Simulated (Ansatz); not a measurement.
# C3H9BO: up Jacob's ladder to CCSD(T)

How much do the methods differ for C3H9BO? The plan is to run it at one geometry with functionals of several rungs and with coupled cluster. The yardstick is the atomisation energy at the CCSD(T) limit.

Program: Ansatz 0.2.0, Gaussian basis. Level of theory: functionals in def2-TZVPP, the program's frozen cores in correlated methods. These are calculated values, not measurements.

Levels to be run: PBE-D4, r2SCAN-D4, PBE0-D4, B3LYP-D4, ωB97X-V, ωB97M-V, B2PLYP; CCSD(T)/def2-TZVPP; MP2/def2-QZVPP; extrapolation to the limit.

## 1. Structure used throughout

All runs share one geometry, relaxed beforehand with PBE0-D4 in a triple-zeta def2 set.

SMILES `CBCOC`, 14 atoms, charge 0, spin multiplicity 1.

Atoms are counted from 1 here; the program's logs count them from 0.

Bond lengths: C1–B2 1.550 Å, C1–H6 1.102 Å, C1–H7 1.092 Å, C1–H8 1.091 Å, B2–C3 1.558 Å, B2–H9 1.203 Å, C3–O4 1.405 Å, C3–H10 1.108 Å, C3–H11 1.108 Å, O4–C5 1.399 Å, C5–H12 1.091 Å, C5–H13 1.100 Å, C5–H14 1.100 Å. Angles: B2–C1–H6 105.3°, B2–C1–H7 114.0°, B2–C1–H8 113.9°, H6–C1–H7 105.6°, H6–C1–H8 106.5°, H7–C1–H8 110.8°, C1–B2–C3 123.6°, C1–B2–H9 120.9°, C3–B2–H9 115.5°, B2–C3–O4 114.4°, B2–C3–H10 108.4°, B2–C3–H11 107.8°, O4–C3–H10 110.9°, O4–C3–H11 110.9°, H10–C3–H11 103.8°, C3–O4–C5 112.8°, O4–C5–H12 107.8°, O4–C5–H13 111.5° and more.

## 2. PBE-D4 (GGA)

The input, in.yaml:

```yaml
crystal:
  periodic: [false, false, false]
  atoms:
    - {symbol: C, position_ang: [-1.726940, 0.965625, 1.029910]}
    - {symbol: B, position_ang: [-0.315258, 1.353125, 0.519391]}
    - {symbol: C, position_ang: [0.652803, 0.354269, -0.182055]}
    - {symbol: O, position_ang: [0.158470, -0.956404, -0.285759]}
    - {symbol: C, position_ang: [1.056922, -1.825905, -0.912883]}
    - {symbol: H, position_ang: [-2.416049, 1.240250, 0.214734]}
    - {symbol: H, position_ang: [-2.057759, 1.538703, 1.898552]}
    - {symbol: H, position_ang: [-1.858331, -0.103949, 1.198844]}
    - {symbol: H, position_ang: [0.083729, 2.484104, 0.607927]}
    - {symbol: H, position_ang: [0.910205, 0.759667, -1.180212]}
    - {symbol: H, position_ang: [1.615414, 0.371922, 0.367079]}
    - {symbol: H, position_ang: [0.595541, -2.813605, -0.948660]}
    - {symbol: H, position_ang: [2.004564, -1.895377, -0.359301]}
    - {symbol: H, position_ang: [1.283589, -1.501524, -1.938868]}
basis:
  gaussian: {orbitals: def2-TZVPP}
hamiltonian: {xc: pbe, dispersion: d4}
output: {forces: true, orbitals: {seedname: orbitals}}
```

Command:

```bash
> ansatz run in.yaml --threads 4 --pin off --events-out ev --progress --plain --max-ram 10444MiB
```

Further steps of the session: r2SCAN-D4 (meta-GGA); PBE0-D4 (hybrid); B3LYP-D4 (hybrid); ωB97X-V (range-separated); ωB97M-V (range-separated); B2PLYP (double hybrid); CCSD(T) in def2-TZVPP; MP2 in def2-QZVPP.

Before running them: what should the planned runs give, taken together? Wanted: atomisation energy, CCSD(T)/CBS; farthest; mean size of error, hybrid; mean size of error, range-separated; gap, smallest and largest; T1 diagnostic; triples share of the correlation energy.

The runs gave:

| quantity | value |
| --- | --- |
| atomisation energy, CCSD(T)/CBS | 1274.0 kcal/mol |
| functionals within 6.4 kcal/mol (0.5 %) | B3LYP-D4, ωB97X-V |
| farthest | PBE-D4 (+27.0 kcal/mol) |
| mean size of error, hybrid | 7.8 kcal/mol |
| mean size of error, range-separated | 6.3 kcal/mol |
| gap, smallest and largest | 4.15 eV (PBE-D4), 11.43 eV (ωB97X-V) |
| T1 diagnostic | 0.0105 |
| triples share of the correlation energy | 3.6 % |

PBE-D4 misses by +27.0 kcal/mol. Double hybrids carry the basis error of their MP2 part in triple zeta, and no dispersion term here, so their miss is partly the set-up's. The reference freezes the cores and leaves out relativity and excitations past (T), so misses under about 6.4 kcal/mol can't be ranked. Hartree-Fock recovers 75 % of the binding; the rest is correlation. Orbital gaps span 4.1 to 11.4 eV; exact exchange widens them.
